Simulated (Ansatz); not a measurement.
# SiO2: further runs on the relaxed cell

One table from this session's results is given with a row withheld; the runs are named, their logs left out.

Computed with Ansatz 0.2.0 (DFT r2SCAN, scalar-relativistic, plane waves, PAW, unless a step's input says otherwise).

## The structure to begin with

Symmetry: P-4m2, No. 115, tetragonal system. The conventional cell has a = 6.911 Å, b = 6.911 Å, c = 6.421 Å, α = 90.00°, β = 90.00°, γ = 90.00°. Si (site symmetry m) is surrounded by 4 O at 1.59 to 1.62 Å. Si (site symmetry -4m2) has 4 O at 1.61 Å in its first shell of neighbours. O (site symmetry m) has 2 Si at 1.61 Å in its first shell of neighbours. O (site symmetry 2) is surrounded by 2 Si at 1.62 Å. O (site symmetry 2mm) is surrounded by 2 Si at 1.59 Å.

As a file:

```cif
data_structure
_symmetry_space_group_name_H-M 'P 1'
_symmetry_Int_Tables_number 1
_cell_length_a 6.9111
_cell_length_b 6.9111
_cell_length_c 6.4208
_cell_angle_alpha 90.000
_cell_angle_beta 90.000
_cell_angle_gamma 90.000
_cell_volume 306.68
loop_
_atom_site_label
_atom_site_type_symbol
_atom_site_fract_x
_atom_site_fract_y
_atom_site_fract_z
_atom_site_occupancy
Si1 Si 0.26941 0.00000 0.11933 1
Si2 Si 0.00000 0.73059 0.88067 1
Si3 Si 0.00000 0.26941 0.88067 1
Si4 Si 0.73059 0.00000 0.11933 1
Si5 Si 0.00000 0.00000 0.50000 1
O1 O 0.19173 0.00000 0.35643 1
O2 O 0.00000 0.80827 0.64357 1
O3 O 0.00000 0.19173 0.64357 1
O4 O 0.80827 0.00000 0.35643 1
O5 O 0.19122 0.19122 0.00000 1
O6 O 0.19122 0.80878 0.00000 1
O7 O 0.80878 0.19122 0.00000 1
O8 O 0.80878 0.80878 0.00000 1
O9 O 0.50000 0.00000 0.12051 1
O10 O 0.00000 0.50000 0.87949 1
```

It goes back to an entry of the Materials Project, which need not be the stable form.

This cell was relaxed beforehand with the same method: volume 20.45 Å³/atom, gap on the mesh 6.42 eV.

The first run:

input.yaml reads:

```yaml
crystal:
  lattice:
    - [6.841321585, 0.0, 0.0]
    - [0.0, 6.841321585, 0.0]
    - [0.0, 0.0, 6.3559629099]
  atoms:
    - { symbol: Si, position: [0.2694066852, 0.0, 0.1193275734] }
    - { symbol: Si, position: [0.0, 0.7305933148, 0.8806724266] }
    - { symbol: Si, position: [0.0, 0.2694066852, 0.8806724266] }
    - { symbol: Si, position: [0.7305933148, 0.0, 0.1193275734] }
    - { symbol: Si, position: [0.0, 0.0, 0.5] }
    - { symbol: O, position: [0.1917332144, 0.0, 0.3564273193] }
    - { symbol: O, position: [0.0, 0.8082667856, 0.6435726807] }
    - { symbol: O, position: [0.0, 0.1917332144, 0.6435726807] }
    - { symbol: O, position: [0.8082667856, 0.0, 0.3564273193] }
    - { symbol: O, position: [0.1912199125, 0.1912199125, 0.0] }
    - { symbol: O, position: [0.1912199125, 0.8087800875, 0.0] }
    - { symbol: O, position: [0.8087800875, 0.1912199125, 0.0] }
    - { symbol: O, position: [0.8087800875, 0.8087800875, 0.0] }
    - { symbol: O, position: [0.5, 0.0, 0.1205136191] }
    - { symbol: O, position: [0.0, 0.5, 0.8794863809] }
basis:
  ecutwfc: 500
kpoints:
  mp_grid: { grid: [4, 4, 4] }
hamiltonian:
  xc: r2scan
scf:
  occupations: { method: gaussian, width: 0.02 }
output:
  forces: true
  stress: true
  eigenvalues: true
relax:
  adjacent_minimum: "off"
  f_tol: 0.01
  max_steps: 30
  cell: { stress_tol: 0.1, fix: [volume] }
```

Command:

```sh
ansatz run input.yaml --threads 4 --pin off --max-ram 10240MiB --backend cpu --events-out ev --progress --plain --runs-dir out
```

Steps of the session up to this table: The cell scaled to 0.97 of its volume; Point at V/V0 = 1.03; The cell scaled to 0.94 of its volume; The cell scaled to 1.06 of its volume; The cell scaled to 0.91 of its volume; The cell scaled to 1.10 of its volume; Point at V/V0 = 0.88.

One of the session's tables, all rows but one given; the rest of the session is left out.

It belongs to the step «Equation of state». 

| volume (Å³/atom) | energy above the lowest point (meV/atom) | pressure (GPa) | gap on the mesh (eV) |
| --- | --- | --- | --- |
| 17.992 | 92.6 | 12.24 | 6.29 |
| 18.605 | 51.3 | 9.23 | 6.42 |
| 19.219 | 22.2 | 5.97 | 6.47 |
| 19.832 | 5.4 | 2.86 | 6.46 |
| 20.446 | 0.0 | 0.00 | 6.42 |
| 21.059 | ? | ? | ? |
| 21.672 | 19.6 | -4.93 | 6.21 |
| 22.490 | 51.8 | -7.63 | 6.00 |

**Question.** Estimate the row for volume (Å³/atom) = 21.059.

Worked estimate for «energy above the lowest point (meV/atom)». A straight line through the neighbours (20.446, 0.0) and (21.672, 19.6) gives 0.0 + (19.6 − 0.0) × (21.059 − 20.446) / (21.672 − 20.446) = 9.8; a parabola fitted to 4 rows on both sides gives 5.2.

**Answer.** energy above the lowest point (meV/atom): 5.1; pressure (GPa): -2.60; gap on the mesh (eV): 6.33. In «energy above the lowest point (meV/atom)» the line misses by +4.7 and the parabola by +0.1.

To keep in mind: The gap on the mesh goes from 6.29 eV at the smallest volume to 6.00 eV at the largest, through a peak of 6.47 eV between.
